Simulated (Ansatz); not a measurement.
Write a Python script for Ansatz's Python interface that makes a polarisability from point charges of BH₆NSeSi, SMILES B[SiH](N)[SeH]. Use (for the species named): PBE, def2-SVP basis, multiplicity 1.

| atom | x (Å) | y (Å) | z (Å) |
| --- | --- | --- | --- |
| B | -1.1708 | 0.9877 | -0.3901 |
| Si | 0.3550 | 0.0200 | 0.0994 |
| N | -0.1669 | -1.4701 | 0.9370 |
| Se | 1.6096 | -0.5123 | -1.7786 |
| H | -1.8621 | 0.6186 | -1.3214 |
| H | -1.8103 | 1.6019 | 0.4565 |
| H | 1.2276 | 0.8410 | 0.9914 |
| H | 0.7832 | -1.9468 | 1.2202 |
| H | -0.5988 | -1.1576 | 1.8779 |
| H | 1.7168 | 0.9663 | -2.0893 |

`bh6nsesi_field.py`
```python
"""Response of BH6NSeSi to a pair of distant point charges."""

import logging
import sys

import ansatz as az
from ase import Atoms
import numpy as np

logging.basicConfig(stream=sys.stdout, format="[%(levelname)s] %(message)s")
log = logging.getLogger("run")
log.setLevel(logging.INFO)

atoms = Atoms(["B", "Si", "N", "Se", "H", "H", "H", "H", "H", "H"], positions=[
    [-1.1708, 0.9877, -0.3901],
    [0.355, 0.02, 0.0994],
    [-0.1669, -1.4701, 0.937],
    [1.6096, -0.5123, -1.7786],
    [-1.8621, 0.6186, -1.3214],
    [-1.8103, 1.6019, 0.4565],
    [1.2276, 0.841, 0.9914],
    [0.7832, -1.9468, 1.2202],
    [-0.5988, -1.1576, 1.8779],
    [1.7168, 0.9663, -2.0893],
])
system = az.Crystal.molecule_from_ase(atoms)

calculation = system.calculation()
calculation = calculation.basis(gaussian="def2-SVP")
calculation = calculation.functional("PBE")
calculation = calculation.forces()
# charges +q and -q at -R and +R make a nearly even field 2 k q / R^2 at the centre
centre = np.mean([site.position_ang for site in system.cartesian_sites], axis=0)
field = 2 * 14.399645 * 3.0 / 30.0 ** 2


def dipole(axis, sign):
    arm = 30.0 * np.eye(3)[axis]
    pair = [{"charge": sign * 3.0, "position_ang": (centre - arm).tolist()}, {"charge": -sign * 3.0, "position_ang": (centre + arm).tolist()}]
    deck = calculation.input().set(az.key.basis.gaussian.point_charges, pair)
    return np.array(az.Session.from_dict(deck).plan().execute().report["charge_distribution"]["dipole_moment_e_ang"])


log.info(f"field {field:.4f} V/A")
alpha = np.array([(dipole(axis, 1) - dipole(axis, -1)) / (2 * field) * 14.399645 for axis in range(3)])
log.info("polarisability tensor (A^3)")
print(np.array2string(alpha, precision=3, suppress_small=True))
log.info(f"mean {np.trace(alpha) / 3:.3f} A^3 = {np.trace(alpha) / 3 / 0.14818471:.2f} bohr^3")
```

Running `python bh6nsesi_field.py` prints:
```text
[INFO] field 0.0960 V/A
[INFO] polarisability tensor (A^3)
[[10.821 -1.331 -1.799]
 [-1.316  9.634 -0.015]
 [-1.812 -0.004 11.05 ]]
[INFO] mean 10.501 A^3 = 70.87 bohr^3
```

Caveats:
- The settings weren't tested for convergence.
- The geometry is a force-field or estimated start, not a minimum of this method, and the basis set is short of its limit. The field of two point charges is only nearly even.
- Without diffuse functions polarisabilities are unreliable, as a rule too low, and they change with the bond lengths of this unrelaxed start.
- It ran for 13 s on 1 thread of Intel(R) Xeon(R) 6975P-C (Granite Rapids), on a shared host, peak memory 0.23 GiB.

(Lines on the test bed's own set-up are left out of the output.)
